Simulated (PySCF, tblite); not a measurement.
# C6H10FO radical: geometry, infrared bands and EPR parameters

Wanted: the infrared bands and EPR parameters of C6H10FO radical (`C[CH][C@@H]1CO[C@H]1CF`), by calculation.

The runs use tblite 0.8.0 and PySCF 2.14.0, with density-fitted response routines of our own; the level of theory stands in each step. All values are computed, except where a source is named. Atoms count from 0, in the outputs and in this text.

### Step 1. Starting geometry

18 atoms, charge 0, multiplicity 2; geometry from: force field or distance geometry start.

Bonds of the start (Å): C0–C1 1.49, C1–C2 1.50, C2–C3 1.54, C3–O4 1.45, O4–C5 1.46, C5–C6 1.52, C6–F7 1.36, C5–C2 1.53, C0–H8 1.09, C0–H9 1.11, C0–H10 1.09, C1–H11 1.07, C2–H12 1.10, C3–H13 1.10, C3–H14 1.09, C5–H15 1.08, C6–H16 1.09, C6–H17 1.10.

### Step 2. Optimising the geometry with GFN2-xTB

What the job is given:

```
{"job": {"kind": "relax", "xc": "GFN2-xTB", "basis": "xTB"}, "charge": 0, "multiplicity": 2}
C     -2.022300    -1.085600    -0.472200
C     -1.491700     0.292100    -0.277100
C     -0.200900     0.470400     0.464400
C      0.351600     1.910300     0.497000
O      1.658900     1.439000     0.085100
C      1.075200     0.163600    -0.330900
C      1.915700    -0.998500     0.157400
F      1.243800    -2.149000    -0.097400
H     -1.472000    -1.831800     0.107100
H     -3.082700    -1.119200    -0.154400
H     -1.979700    -1.354600    -1.531400
H     -2.016900     1.133000    -0.689300
H     -0.248300     0.014200     1.466000
H      0.393200     2.354700     1.497900
H     -0.062200     2.631200    -0.207900
H      0.955800     0.144500    -1.407200
H      2.876100    -1.046400    -0.357300
H      2.097700    -0.961500     1.238600
```

Run with:

```
$ OMP_NUM_THREADS=1 python probes_run.py task.json out
```

The driver reads the jobs from task.json and runs them one after another.

**Question.** This job is followed by: GFN2-xTB harmonic vibrations, gas phase; UKS B3LYP, pcH-1 on C F H O, non-relativistic, mean-field spin-orbit, GIAO. Predict these results of the whole session: strongest single infrared mode (GFN2-xTB); zero-point energy (GFN2-xTB); g(iso) (B3LYP); ⟨S²⟩; largest a(iso) (averaged by class); surface potential, 1st and 99th percentile.

**Answer**, as computed:

| quantity | value |
| --- | --- |
| strongest single infrared mode (GFN2-xTB) | 1071 cm⁻¹, 93 km/mol |
| zero-point energy (GFN2-xTB) | 91.2 kcal/mol |
| g(iso) (B3LYP) | 2.00255 |
| ⟨S²⟩ | 0.754 (exact 0.75) |
| largest a(iso) (averaged by class) | 13C on C5, 101.6 MHz |
| surface potential, 1st and 99th percentile | -1.48 V and 0.89 V |

What this shows: The optimisation took 132 steps and gained 0.207 eV; among the close pairs (by a distance rule), C1–C2 changed most, from 1.499 to 1.458 Å. The lowest mode is imaginary (31i cm⁻¹), so the xTB geometry is not a minimum. The strongest single mode, at 1071 cm⁻¹, moves mainly O4, C5 and C3. GFN2-xTB is a fitted tight-binding method: band positions and strengths are rough. Its intensities can rank the bands wrongly. C1 carries the largest spin population, 1.01 e. The isotropic g lies 0.2 ppt above the free-electron value.
